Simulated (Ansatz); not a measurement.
# CH5BFNO: the cost of one run

Program: Ansatz 0.2.0, Gaussian basis. Level of theory: functionals in def2-TZVPP, the program's frozen cores in correlated methods. These are calculated values, not measurements.

Levels to be run: PBE-D4, r2SCAN-D4, PBE0-D4, B3LYP-D4, ωB97X-V, ωB97M-V, B2PLYP; CCSD(T)/def2-TZVPP; CCSD(T)/def2-QZVPP; extrapolation to the limit.

### Step 1. The relaxed structure

All runs share one geometry, relaxed beforehand with PBE0-D4 in a triple-zeta def2 set.

SMILES `COB(N)F`, 10 atoms, charge 0, spin multiplicity 1.

Atoms are counted from 1 here; the program's logs count them from 0.

Bond lengths: C1–O2 1.410 Å, C1–H6 1.092 Å, C1–H7 1.092 Å, C1–H8 1.093 Å, O2–B3 1.358 Å, B3–N4 1.401 Å, B3–F5 1.346 Å, N4–H9 1.003 Å, N4–H10 1.003 Å. Angles: O2–C1–H6 108.8°, O2–C1–H7 112.0°, O2–C1–H8 109.4°, H6–C1–H7 109.1°, H6–C1–H8 108.6°, H7–C1–H8 108.9°, C1–O2–B3 122.4°, O2–B3–N4 120.4°, O2–B3–F5 120.6°, N4–B3–F5 118.9°, B3–N4–H9 122.2°, B3–N4–H10 122.4°, H9–N4–H10 115.4°.

### Step 2. PBE-D4 (GGA)

in.yaml

```yaml
crystal:
  periodic: [false, false, false]
  atoms:
    - {symbol: C, position_ang: [0.678237, -1.455259, 0.562915]}
    - {symbol: O, position_ang: [-0.176819, -0.633684, -0.200706]}
    - {symbol: B, position_ang: [-0.160250, 0.720765, -0.105297]}
    - {symbol: N, position_ang: [-1.019372, 1.497846, -0.893315]}
    - {symbol: F, position_ang: [0.678260, 1.337983, 0.746986]}
    - {symbol: H, position_ang: [0.077578, -2.217231, 1.064115]}
    - {symbol: H, position_ang: [1.230599, -0.885962, 1.313335]}
    - {symbol: H, position_ang: [1.390651, -1.953278, -0.099701]}
    - {symbol: H, position_ang: [-1.664616, 1.089628, -1.543462]}
    - {symbol: H, position_ang: [-1.034267, 2.499193, -0.844870]}
basis:
  gaussian: {orbitals: def2-TZVPP}
hamiltonian: {xc: pbe, dispersion: d4}
output: {forces: true, orbitals: {seedname: orbitals}}
```

The run is started by

```console
ansatz run in.yaml --threads 2 --pin off --events-out ev --progress --plain --max-ram 22528MiB --backend cpu
```

Q: Estimate wall time and peak memory on 2 threads of AMD EPYC 7R13, shared host.

About 3.8 s, with a peak of 0.29 GiB.
